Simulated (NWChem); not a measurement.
**the pair BH2ClO2···C2H3N: a chain of runs**

Wanted: the energy (singlet C2H5BClNO2, SVWN5/3-21G), then a single-point energy (singlet BH2ClO2, SVWN5/3-21G), then a single-point energy (singlet C2H3N, SVWN5/3-21G), then the energy (singlet BH2ClO2, SVWN5/3-21G), then a single-point energy (singlet C2H3N, SVWN5/3-21G) of C2H5BClNO2 and its partners. 

Program for the calculation: NWChem 7.3.0.

### 1 The structure to begin with

The species is C2H5BClNO2 (12 atoms), meant as a singlet with charge 0. The two molecules were placed rigidly side by side, at 0.85 times their contact distance; the pair isn't optimised.

Bond lengths: O1–B2 1.357 Å, B2–O3 1.349 Å, B2–Cl4 1.771 Å, C7–C8 1.202 Å, C8–N9 1.344 Å, O1–H5 0.960 Å, O3–H6 0.962 Å, C7–H10 1.063 Å, N9–H11 1.009 Å, N9–H12 1.009 Å. Angles: O1–B2–O3 121.0°, O1–B2–Cl4 120.9°, O3–B2–Cl4 118.0°, C7–C8–N9 177.2°, B2–O1–H5 113.5°, B2–O3–H6 112.0°, C8–C7–H10 179.7°, C8–N9–H11 115.0°, C8–N9–H12 115.0°, H11–N9–H12 112.2°.

### 2 The energy at SVWN5/3-21G (run 1)

test.nw reads:

```
start test
title "C2H5BClNO2"
memory total 2200 mb
charge 0

geometry units au noautosym nocenter noautoz
  O    0.28491401   1.95788855  -0.82095372
  B   -0.25516972  -0.40993829   0.00069920
  O    1.13793638  -1.51788472   1.82504080
  Cl  -2.81272506  -2.13677002  -1.29262936
  H   -0.83418180   2.54578234  -2.12089632
  H    2.47926398  -0.43904007   2.40877720
  C   -0.24358570   2.37899512   5.11048085
  C   -0.26507188   4.50353861   4.30797085
  N   -0.16608803   6.88689899   3.43795984
  H   -0.23323000   0.49981366   5.81784313
  H   -0.45852315   7.07279135   1.56316255
  H   -1.16356107   8.15654928   4.45194909
end

basis spherical bse
  O library 3-21G
  B library 3-21G
  Cl library 3-21G
  H library 3-21G
  C library 3-21G
  N library 3-21G
end

dft
  xc slater vwn_5
  grid fine
  convergence energy 1e-08
  maxiter 100
  mulliken
  print low
end

task dft energy
```

The run is started by

```bash
nwchem test.nw > test.out
```

Output, cut to the lines that bear on the results:

```text
[...]
 d= 0,ls=0.0,diis     1   -761.4524259659 -1.08D+03  2.51D-02  1.97D+00     0.8
[...]
 d= 0,ls=0.0,diis    11   -761.6251523979 -9.64D-09  1.05D-06  8.35D-09     4.8
         Total DFT energy =     -761.625152397948
      One electron energy =    -1692.003432544224
           Coulomb energy =      673.049763338361
    Exchange-Corr. energy =      -64.961476340142
 Nuclear repulsion energy =      322.289993148057
[...]
      Total Density - Mulliken Population Analysis
     ---------------------------------------------
    Atom       Charge   Shell Charges
 -----------   ------   -------------------------------------------------------
    1 O    8     8.50   1.98  0.42  2.18  1.44  2.47
    2 B    5     4.59   1.98  0.40  1.35  0.24  0.61
    3 O    8     8.50   1.98  0.42  2.18  1.45  2.47
    4 Cl  17    17.19   2.00  1.95  5.89  1.18  3.12  0.84  2.22
    5 H    1     0.61   0.42  0.19
    6 H    1     0.60   0.41  0.19
    7 C    6     6.11   1.98  0.41  1.67  0.70  1.35
    8 C    6     5.89   1.98  0.41  1.69  0.85  0.96
    9 N    7     7.89   1.99  0.36  1.94  1.43  2.18
   10 H    1     0.75   0.44  0.31
[...]
```

Wall time 5.4 s (1 thread of Intel Xeon 6975P-C (Granite Rapids), shared host); peak memory 0.12 GiB.

### 3 BH2ClO2: the energy at SVWN5/3-21G (run 2)

a.nw reads:

```
start a
title "BClH2O2 energy"
memory stack 880 mb heap 220 mb global 1100 mb

geometry units bohr noautosym nocenter noautoz
   O    0.28491401   1.95788855  -0.82095372
   B   -0.25516972  -0.40993829   0.00069920
   O    1.13793638  -1.51788472   1.82504080
   Cl  -2.81272506  -2.13677002  -1.29262936
   H   -0.83418180   2.54578234  -2.12089632
   H    2.47926398  -0.43904007   2.40877720
end

basis spherical bse
   O library 3-21G
   B library 3-21G
   Cl library 3-21G
   H library 3-21G
end

dft
   xc slater vwn_5
   grid fine
   convergence energy 1e-08
   iterations 100
   mulliken
   print low
end

task dft energy
```

The run is started by

```bash
nwchem a.nw > a.out
```

Output, cut to the lines that bear on the results:

```text
[...]
 d= 0,ls=0.0,diis     1   -630.6988219753 -7.76D+02  3.85D-02  1.39D+00     0.2
[...]
 d= 0,ls=0.0,diis    11   -630.8268215204 -2.26D-10  3.85D-07  5.83D-10     1.2
         Total DFT energy =     -630.826821520443
      One electron energy =    -1161.335810231743
           Coulomb energy =      432.966720200185
    Exchange-Corr. energy =      -47.360613739642
 Nuclear repulsion energy =      144.902882250757
[...]
      Total Density - Mulliken Population Analysis
     ---------------------------------------------
    Atom       Charge   Shell Charges
 -----------   ------   -------------------------------------------------------
    1 O    8     8.50   1.98  0.42  2.18  1.44  2.48
    2 B    5     4.62   1.98  0.40  1.36  0.24  0.64
    3 O    8     8.49   1.98  0.42  2.18  1.44  2.47
    4 Cl  17    17.19   2.00  1.95  5.89  1.18  3.12  0.84  2.22
    5 H    1     0.60   0.42  0.18
    6 H    1     0.60   0.42  0.18
[...]
```

It took 1.8 s on 1 thread of Intel Xeon 6975P-C (Granite Rapids), shared host; peak memory 0.11 GiB.

### 4 C2H3N: a single-point energy at SVWN5/3-21G (run 3)

calc.nw reads:

```
start calc
title "C2H3N SVWN5"
memory 2200 mb

geometry noautosym nocenter noautoz
   C    -0.128900    1.258910    2.704350
   C    -0.140270    2.383170    2.279680
   N    -0.087890    3.644390    1.819290
   H    -0.123420    0.264490    3.078670
   H    -0.242640    3.742760    0.827190
   H    -0.615730    4.316260    2.355870
end

basis spherical bse
   * library 3-21G
end

dft
   xc slater vwn_5
   grid fine
   convergence energy 1e-08
   iterations 100
   mulliken
   noprint "final vectors analysis"
end

task dft energy
```

The run is started by

```bash
nwchem calc.nw > calc.out
```

Output, cut to the lines that bear on the results:

```text
[...]
          Wavefunction type:  closed shell.
          No. of atoms     :     6
          No. of electrons :    22
[...]
          Charge           :     0
          Spin multiplicity:     1
[...]
          AO basis - number of functions:    33
[...]
              XC Information
              --------------
                        Slater Exchange Functional  1.000 local
                      VWN V Correlation Functional  1.000 local
[...]
 d= 0,ls=0.0,diis     1   -130.7400634244 -1.90D+02  2.67D-02  5.95D-01     0.1
[...]
 d= 0,ls=0.0,diis    11   -130.7869293439 -9.91D-10  4.66D-07  6.23D-10     0.7
         Total DFT energy =     -130.786929343916
      One electron energy =     -295.208525234384
           Coulomb energy =      122.331409996553
    Exchange-Corr. energy =      -17.593291012618
 Nuclear repulsion energy =       59.683476906532
[...]
      Total Density - Mulliken Population Analysis
     ---------------------------------------------
    Atom       Charge   Shell Charges
 -----------   ------   -------------------------------------------------------
    1 C    6     6.06   1.98  0.41  1.67  0.68  1.32
    2 C    6     5.91   1.98  0.41  1.69  0.86  0.97
    3 N    7     7.90   1.99  0.36  1.94  1.42  2.18
    4 H    1     0.76   0.44  0.32
    5 H    1     0.68   0.43  0.25
    6 H    1     0.68   0.43  0.25
[...]
```

It took 1.3 s on 1 thread of Intel Xeon 6975P-C (Granite Rapids), shared host; peak memory 0.11 GiB.

### 5 BH2ClO2 among ghost functions: a single-point energy at SVWN5/3-21G (with ghost functions) (run 4)

mol.nw reads:

```
start mol
memory 2200 mb

geometry units angstroms noautosym nocenter noautoz
  O      0.150770     1.036070    -0.434430
  B     -0.135030    -0.216930     0.000370
  O      0.602170    -0.803230     0.965770
  Cl    -1.488430    -1.130730    -0.684030
  H     -0.441430     1.347170    -1.122330
  H      1.311970    -0.232330     1.274670
  bqC     -0.128900     1.258910     2.704350
  bqC     -0.140270     2.383170     2.279680
  bqN     -0.087890     3.644390     1.819290
  bqH     -0.123420     0.264490     3.078670
  bqH     -0.242640     3.742760     0.827190
  bqH     -0.615730     4.316260     2.355870
end

basis spherical bse
  O library 3-21G
  B library 3-21G
  Cl library 3-21G
  H library 3-21G
  bqC library C 3-21G
  bqN library N 3-21G
  bqH library H 3-21G
end

dft
  xc slater vwn_5
  mult 1
  grid fine
  convergence energy 1e-08
  iterations 100
  mulliken
  print low
end

task dft energy
```

The run is started by

```bash
nwchem mol.nw > mol.out
```

Output, cut to the lines that bear on the results:

```text
[...]
 d= 0,ls=0.0,diis     1   -630.7053390260 -7.76D+02  2.20D-02  1.38D+00     0.8
[...]
 d= 0,ls=0.0,diis    11   -630.8331097623 -7.12D-10  3.91D-07  1.57D-09     4.6
         Total DFT energy =     -630.833109762294
      One electron energy =    -1161.232419556457
           Coulomb energy =      432.847381947045
    Exchange-Corr. energy =      -47.350964945726
 Nuclear repulsion energy =      144.902892792844
[...]
      Total Density - Mulliken Population Analysis
     ---------------------------------------------
    Atom       Charge   Shell Charges
 -----------   ------   -------------------------------------------------------
    1 O    8     8.50   1.98  0.42  2.18  1.44  2.48
    2 B    5     4.60   1.98  0.40  1.36  0.23  0.62
    3 O    8     8.49   1.98  0.42  2.18  1.45  2.47
    4 Cl  17    17.19   2.00  1.95  5.89  1.18  3.12  0.84  2.21
    5 H    1     0.60   0.42  0.18
    6 H    1     0.60   0.42  0.18
    7 X    0     0.01  -0.00 -0.00 -0.00  0.01  0.00
    8 X    0     0.00  -0.00 -0.00 -0.00 -0.00  0.00
    9 X    0    -0.00   0.00  0.00  0.00 -0.00 -0.00
   10 X    0     0.02  -0.00  0.02
[...]
```

It took 5.4 s on 1 thread of Intel Xeon 6975P-C (Granite Rapids), shared host; peak memory 0.12 GiB.

### 6 C2H3N among ghost functions: a single-point energy at SVWN5/3-21G (with ghost functions) (run 5)

struct.nw reads:

```
start struct
title "C2H3N"
memory 2200 mb

geometry units angstroms noautosym nocenter noautoz
  C    -0.128900    1.258910    2.704350
  C    -0.140270    2.383170    2.279680
  N    -0.087890    3.644390    1.819290
  H    -0.123420    0.264490    3.078670
  H    -0.242640    3.742760    0.827190
  H    -0.615730    4.316260    2.355870
  bqO      0.150770     1.036070    -0.434430
  bqB     -0.135030    -0.216930     0.000370
  bqO      0.602170    -0.803230     0.965770
  bqCl    -1.488430    -1.130730    -0.684030
  bqH     -0.441430     1.347170    -1.122330
  bqH      1.311970    -0.232330     1.274670
end

basis "ao basis" spherical bse
  C library 3-21G
  N library 3-21G
  H library 3-21G
  bqO library O 3-21G
  bqB library B 3-21G
  bqCl library Cl 3-21G
  bqH library H 3-21G
end

dft
  xc slater vwn_5
  grid fine
  convergence energy 1e-08
  iterations 100
  mulliken
  print low
end

task dft energy
```

The run is started by

```bash
nwchem struct.nw > struct.out
```

Output, cut to the lines that bear on the results:

```text
[...]
 d= 0,ls=0.0,diis     1   -130.7422449167 -1.90D+02  1.15D-02  5.97D-01     0.7
[...]
 d= 0,ls=0.0,diis    11   -130.7893429482 -1.11D-09  1.94D-07  5.88D-10     4.3
         Total DFT energy =     -130.789342948221
      One electron energy =     -295.154782553267
           Coulomb energy =      122.269246345596
    Exchange-Corr. energy =      -17.587283647082
 Nuclear repulsion energy =       59.683476906532
[...]
      Total Density - Mulliken Population Analysis
     ---------------------------------------------
    Atom       Charge   Shell Charges
 -----------   ------   -------------------------------------------------------
    1 C    6     6.05   1.98  0.41  1.67  0.69  1.31
    2 C    6     5.91   1.98  0.41  1.69  0.86  0.97
    3 N    7     7.90   1.99  0.36  1.94  1.43  2.18
    4 H    1     0.76   0.44  0.32
    5 H    1     0.68   0.43  0.25
    6 H    1     0.68   0.43  0.25
    7 X    0     0.00  -0.00 -0.00 -0.00  0.00  0.00
    8 X    0     0.01  -0.00 -0.00  0.00  0.01  0.00
    9 X    0    -0.00   0.00  0.00  0.00 -0.00 -0.00
   10 X    0    -0.00   0.00  0.00 -0.00  0.00 -0.00 -0.00 -0.00
[...]
```

Wall time 5.1 s (1 thread of Intel Xeon 6975P-C (Granite Rapids), shared host); peak memory 0.12 GiB.

### 7 Results

| quantity | value |
| --- | --- |
| run 1, SVWN5/3-21G: total energy | -761.62515 Eh |
| BH2ClO2: total energy | -630.82682 Eh |
| C2H3N: total energy | -130.78693 Eh |
| C2H3N: dipole moment | 2.21 D |
| BH2ClO2 among ghost functions: total energy | -630.83311 Eh |
| C2H3N among ghost functions: total energy | -130.78934 Eh |
| interaction energy of the rigid parts BH2ClO2 and C2H3N (parts in their own basis; closest atoms 2.36 Å apart) | -0.310 eV |
| interaction energy of the rigid parts BH2ClO2 and C2H3N (parts in the whole basis, counterpoise; closest atoms 2.36 Å apart) | -0.073 eV |

The interaction energy of the rigid parts BH2ClO2 and C2H3N (parts in their own basis; closest atoms 2.36 Å apart) is −0.31 eV (−7.2 kcal/mol): the parts attract. Without counterpoise this holds the superposition error of the basis. The interaction energy of the rigid parts BH2ClO2 and C2H3N (parts in the whole basis, counterpoise; closest atoms 2.36 Å apart) is −0.07 eV (−7.1 kJ/mol): the parts attract. The basis-set superposition error is 22.8 kJ/mol. Mulliken charges (run 1, SVWN5/3-21G) run from -0.89 on N9 to +0.41 on B2. Mulliken charges (BH2ClO2) run from -0.50 on O1 to +0.40 on H5; they depend strongly on the basis.
